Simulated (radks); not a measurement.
# Ge in [Ar] 3d10 4s1.75 4p2 5s0.25: an all-electron calculation

An exercise on one series of results from a longer session: the logs are not shown, and one member is left open.

Program: radks (a radial shooting solver on a logarithmic mesh, Libxc functionals) version 1. Level of theory: Dirac Kohn-Sham, BLYP, spin-unpolarised, spherical densities, finite nucleus; open shells fill j = l - 1/2 first. These are calculated values, not measurements, unless marked.

## The atom as given

| Quantity | Value |
| --- | --- |
| element | germanium (Z = 32) |
| charge | 0 |
| electrons | 32 |
| configuration | [Ar] 3d10 4s1.75 4p2 5s0.25 |
| nuclear rms radius | 4.0742 fm |

Set-up of the first run:

The run's settings:

```text
Z 32
configuration [Ar] 3d10 4s1.75 4p2 5s0.25 4d0 5p0 6s0 4f0
relativity Dirac
functional b88,lyp
spin unpolarised
j_filling energy
nucleus finite rms 4.0742 fm
c 137.035999084
```

The run is started by

```
python run_ks.py task.json out
```

The same process makes all the runs of this session.

One table of the session follows, with a row left open; its other results are not shown here.

It belongs to the step «Radial structure». Sizes of the orbitals, from the radial functions (bohr):

| level | <r> | outermost maximum (interpolated) | 90 % within | nodes |
| --- | --- | --- | --- | --- |
| 1s1/2 | 0.04700 | 0.0307 | 0.0840 | 0 |
| 2s1/2 | 0.2098 | 0.176 | 0.325 | 1 |
| 2p1/2 | 0.1812 | 0.139 | 0.297 | 0 |
| 2p3/2 | 0.1848 | 0.142 | 0.302 | 0 |
| 3s1/2 | 0.6242 | 0.542 | 0.934 | 2 |
| 3p1/2 | 0.6398 | 0.537 | 0.985 | 1 |
| 3p3/2 | ? | ? | ? | ? |
| 3d3/2 | 0.7333 | 0.501 | 1.25 | 0 |
| 3d5/2 | 0.7387 | 0.504 | 1.26 | 0 |
| 4s1/2 | 2.086 | 1.72 | 3.15 | 3 |
| 4p1/2 | 2.777 | 2.14 | 4.38 | 2 |
| 4p3/2 | 2.834 | 2.18 | 4.47 | 2 |
| 5s1/2 | 7.963 | 6.42 | 12.2 | 4 |

**Question.** Estimate the row for 3p3/2.

**Answer.** <r>: 0.6506; outermost maximum (interpolated): 0.546; 90 % within: 1.00; nodes: 1. In the column «<r>» it lies between 3p1/2 (0.6398) and 3d3/2 (0.7333).
